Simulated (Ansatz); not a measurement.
# Ti: a trigonal deformation path

One table from this session's results is given with a row withheld; the runs are named, their logs left out.

Computed with Ansatz 0.2.0 (DFT r2SCAN, scalar-relativistic, plane waves, PAW, unless a step's input says otherwise).

## The structure to begin with

It takes space group Fm-3m (No. 225, cubic). Conventional cell: a = 4.060 Å, b = 4.060 Å, c = 4.060 Å, α = 90.00°, β = 90.00°, γ = 90.00°. Ti (site symmetry m-3m) has 12 Ti at 2.87 Å as nearest neighbours.

Structure file:

```xyz
1
Lattice="0.0000 2.0300 2.0300 2.0300 0.0000 2.0300 2.0300 2.0300 0.0000" Properties=species:S:1:pos:R:3 pbc="T T T"
Ti    0.0000    0.0000    0.0000
```

No relaxation comes first: the listed cell is the starting point.

## The reference cell

The reference gives a free energy of -2504.2989 eV, pressure 4.42 GPa, largest force 0.000 eV/Å and gap on the mesh none (metal). It was computed beforehand with the settings of the runs below.

The first run:

At fixed volume and fractional coordinates, lengths along (0.577, 0.577, 0.577) are scaled against those across it; ρ is that ratio over its starting value.

Input file input.yaml:

```yaml
crystal:
  lattice:
    - [-0.8525465771, 1.7050931542, 1.7050931542]
    - [1.7050931542, -0.8525465771, 1.7050931542]
    - [1.7050931542, 1.7050931542, -0.8525465771]
  atoms:
    - { symbol: Ti, position: [0.0, 0.0, 0.0] }
basis:
  ecutwfc: 500
kpoints:
  mp_grid: { grid: [22, 22, 22] }
hamiltonian:
  xc: r2scan
scf:
  occupations: { method: gaussian, width: 0.15 }
output:
  forces: true
  stress: true
  eigenvalues: true
```

Run with:

```sh
ansatz run input.yaml --threads 1 --pin off --max-ram 2560MiB --backend cpu --events-out ev --progress --plain --runs-dir out
```

Steps of the session up to this table: Point ρ = 0.500; At ρ = 2.000; At ρ = 0.710; At ρ = 1.410; ρ = 0.600; At ρ = 0.850; At ρ = 1.200; At ρ = 1.700.

One of the session's tables, all rows but one given; the rest of the session is left out.

The scan, with free energies counted from the undisturbed cell:

```
    ρ  ΔE (meV/atom)  pressure (GPa)
0.500          862.6             7.2
0.600          716.7             6.4
0.710              ?               ?
0.850          123.9             4.6
1.000            0.0             4.4
1.200          144.8             3.7
1.410          429.2             5.4
1.700         1100.5            14.5
2.000         1923.6            28.7
```

Estimate the missing values for ρ = 0.710.

Worked estimate for «ΔE (meV/atom)». A straight line through the neighbours (0.600, 716.7) and (0.850, 123.9) gives 716.7 + (123.9 − 716.7) × (0.710 − 0.600) / (0.850 − 0.600) = 455.9; a parabola fitted to 4 rows on both sides gives 417.4.

**Answer.** ΔE (meV/atom): 425.6; pressure (GPa): 5.0. In «ΔE (meV/atom)» the line misses by +30.3 and the parabola by -8.2.
